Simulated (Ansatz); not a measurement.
# Mg2Pd: one contact scaled

Aim: change the length of one contact in Mg2Pd (Mg1–Pd3) by moving its two atoms, all else held, and follow energy and force. Methods of the runs shown: PAW. Its runs: shortest bond scaled by 1 (PAW); shortest bond scaled by 0.94 (PAW); shortest bond scaled by 0.82 (PAW); shortest bond scaled by 0.7 (PAW); shortest bond scaled by 0.58 (PAW and PAW (partial_waves polarizable)).

Program: Ansatz 0.2.0. Level of theory: DFT, r2SCAN, PAW with Ansatz's default frozen-core files, scalar-relativistic. These are calculated values, not measurements.

3 further runs of the same task are left out: 3 that didn't finish. Runs told in other sessions of the task aren't counted.

### Step 1. The structure to begin with

Symmetry: I4/mmm, No. 139, tetragonal system. The conventional cell has a = 3.240 Å, b = 3.240 Å, c = 10.080 Å, α = 90.00°, β = 90.00°, γ = 90.00°. Around Mg (site symmetry 4mm) lie 4 Pd at 2.73 Å and 5 Mg at 2.97 to 3.09 Å. Pd (site symmetry 4/mmm) has 8 Mg at 2.73 Å in its first shell of neighbours.

Structure file:

```cif
data_structure
_symmetry_space_group_name_H-M 'P 1'
_symmetry_Int_Tables_number 1
_cell_length_a 5.5364
_cell_length_b 5.5364
_cell_length_c 5.5364
_cell_angle_alpha 145.971
_cell_angle_beta 145.971
_cell_angle_gamma 48.890
_cell_volume 52.91
loop_
_atom_site_label
_atom_site_type_symbol
_atom_site_fract_x
_atom_site_fract_y
_atom_site_fract_z
_atom_site_occupancy
Mg1 Mg 0.64722 0.64722 0.00000 1
Mg2 Mg 0.35278 0.35278 0.00000 1
Pd1 Pd 0.00000 0.00000 0.00000 1
```

Atoms are numbered in the order of the input: Mg1, Mg2, Pd3.

### Step 2. Shortest bond scaled by 1, PAW

File input.yaml:

```yaml
crystal:
  lattice:
    - [-1.6200259, 1.6200259, 5.04011328]
    - [1.6200259, -1.6200259, 5.04011328]
    - [1.6200259, 1.6200259, -5.04011328]
  atoms:
    - { symbol: Mg, position: [0.64721661, 0.64721661, 0.0] }
    - { symbol: Mg, position: [0.35278339, 0.35278339, 0.0] }
    - { symbol: Pd, position: [0.0, 0.0, 0.0] }
kpoints:
  mp_grid: { grid: [13, 13, 13] }
scf:
  occupations: { method: fermi_dirac, width: 0.05 }
hamiltonian:
  xc: r2scan
  pseudopotentials: { kind: paw }
output:
  forces: true
  stress: true
  eigenvalues: true
  efg: { contact_densities: true }
  populations: true
```

The run is started by

```
$ ansatz run input.yaml --threads 1 --pin off --max-ram 3072MiB --backend cpu --events-out ev --progress --plain --runs-dir out
```

### Step 3. Shortest bond scaled by 0.94, PAW

Changes to input.yaml since step 2:

```diff
@@ -6,5 +6,5 @@
   atoms:
-    - { symbol: Mg, position: [0.64721661, 0.64721661, 0.0] }
+    - { symbol: Mg, position: [0.6278001117, 0.6278001117, -0.03] }
     - { symbol: Mg, position: [0.35278339, 0.35278339, 0.0] }
-    - { symbol: Pd, position: [0.0, 0.0, 0.0] }
+    - { symbol: Pd, position: [0.0194164983, 0.0194164983, 0.03] }
 kpoints:
```

### Step 4. Shortest bond scaled by 0.82, PAW

Changes to input.yaml since step 3:

```diff
@@ -6,5 +6,5 @@
   atoms:
-    - { symbol: Mg, position: [0.6278001117, 0.6278001117, -0.03] }
+    - { symbol: Mg, position: [0.5889671151, 0.5889671151, -0.09] }
     - { symbol: Mg, position: [0.35278339, 0.35278339, 0.0] }
-    - { symbol: Pd, position: [0.0194164983, 0.0194164983, 0.03] }
+    - { symbol: Pd, position: [0.0582494949, 0.0582494949, 0.09] }
 kpoints:
```

### Step 5. Shortest bond scaled by 0.7, PAW

Changes to input.yaml since step 4:

```diff
@@ -6,5 +6,5 @@
   atoms:
-    - { symbol: Mg, position: [0.5889671151, 0.5889671151, -0.09] }
+    - { symbol: Mg, position: [0.5501341185, 0.5501341185, -0.15] }
     - { symbol: Mg, position: [0.35278339, 0.35278339, 0.0] }
-    - { symbol: Pd, position: [0.0582494949, 0.0582494949, 0.09] }
+    - { symbol: Pd, position: [0.0970824915, 0.0970824915, 0.15] }
 kpoints:
```

### Step 6. Shortest bond scaled by 0.58, PAW

Changes to input.yaml since step 5:

```diff
@@ -6,5 +6,5 @@
   atoms:
-    - { symbol: Mg, position: [0.5501341185, 0.5501341185, -0.15] }
+    - { symbol: Mg, position: [0.5113011219, 0.5113011219, -0.21] }
     - { symbol: Mg, position: [0.35278339, 0.35278339, 0.0] }
-    - { symbol: Pd, position: [0.0970824915, 0.0970824915, 0.15] }
+    - { symbol: Pd, position: [0.1359154881, 0.1359154881, 0.21] }
 kpoints:
```

### Step 7. Shortest bond scaled by 0.58, PAW (partial_waves polarizable)

Changes to input.yaml since step 6:

```diff
@@ -15,3 +15,3 @@
   xc: r2scan
-  pseudopotentials: { kind: paw }
+  pseudopotentials: { kind: paw, partial_waves: polarizable }
 output:
@@ -20,3 +20,5 @@
   eigenvalues: true
-  efg: { contact_densities: true }
-  populations: true
+  write_density: true
+  write_potential: true
+  elf: true
+  volumetric_format: npy
```

(Steps that only read results are left out.)

**Question.** What will these runs give?

As calculated:

| quantity | value |
| --- | --- |
| force along the bond, positive apart, at 1.583 Å (PAW) | 32.06 eV/Å |
| force along the bond, positive apart, at 1.583 Å (PAW (partial_waves polarizable)) | 31.96 eV/Å |
| length at zero force (straight line) | 2.73 Å |

At 1.58 Å the force along the bond is 32.06 eV/Å by PAW, and the energy stands 8.71 eV over the given length. A straight line between 2.57 and 2.73 Å puts zero force near 2.73 Å, a rough figure over so wide a step.
